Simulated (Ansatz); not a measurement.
**NaGe− (triplet): from Hartree-Fock to the top rungs, aug-cc-pVDZ**

The task here is to estimate one member of a computed series from the others.

Method: aug-cc-pVDZ, core rule «outside noble gas», up to 19 orbitals frozen; program: Ansatz 0.2.0, Gaussian basis.

To be run: UHF; CCSD(T) on ROHF; CCSD(T) on UHF; BCCD(T) on ROHF; CISD; CCSDT(Q) on ROHF; CCSDT(Q) on UHF.

38 further runs of the same task are left out: 12 for a known fault of the program, 9 that didn't finish, 17 set aside as unsound or not needed.

## The system

The geometry is a PBE0/def2-TZVP stationary point (not a proven minimum) of the parent state, kept for this charge and spin. No spin-orbit coupling is included. The filled d shell of Ge may be among the frozen orbitals whatever the setting's name suggests; the logs give the count.

2 atoms, charge -1, spin multiplicity 3.

Atoms are counted from 1 here; the program's logs count them from 0.

Bond lengths: Ge1–Na2 2.818 Å.

Set-up of the first run:

Input file in.yaml:

```yaml
crystal:
  periodic: [false, false, false]
  atoms:
    - {symbol: Ge, position_ang: [0.000000, 0.000000, 0.000000]}
    - {symbol: Na, position_ang: [0.000000, 0.000000, 2.818200]}
basis:
  gaussian: {orbitals: aug-cc-pVDZ}
total_charge: -1
magnetization: {spin_polarized: true, initial_magnetization: 2}
hamiltonian: {xc: hf}
output: {orbitals: {seedname: orbitals}}
```

Started as:

```
ansatz run in.yaml --threads 1 --pin off --events-out ev --progress --plain --max-ram 2393MiB
```

Steps of the session up to this table: UHF; CCSD(T) on ROHF; CCSD(T) on UHF; BCCD(T) on ROHF; CISD; CCSDT(Q) on ROHF; CCSDT(Q) on UHF.

One table of the session follows, with a row left open; its other results are not shown here.

```
   method  from UCCSDT(Q) (kcal/mol)
     ROHF                     +77.31
      UHF                     +51.03
     RMP2                          ?
     UMP2                     +14.03
     CISD                     +11.54
    RCCSD                      +4.90
    UCCSD                      +2.97
 RCCSD(T)                      +1.38
 UCCSD(T)                      +1.31
  BCCD(T)                      +1.51
   RCCSDT                      +0.62
   UCCSDT                      +0.22
RCCSDT(Q)                      +0.13
UCCSDT(Q)                          0
```

Estimate the missing values for RMP2.

As computed: from UCCSDT(Q) (kcal/mol): +22.15. In the column «from UCCSDT(Q) (kcal/mol)» it lies between UMP2 (+14.03) and UHF (+51.03).

To keep in mind: The determinant is far from a pure spin state, so its energy mixes those of several spin states (harmless only where they are near-degenerate, as at dissociation). Restricted and unrestricted rows rest on different reference determinants; where their highest levels disagree by more than a few hundredths of an eV, they describe different states and don't form one ladder.
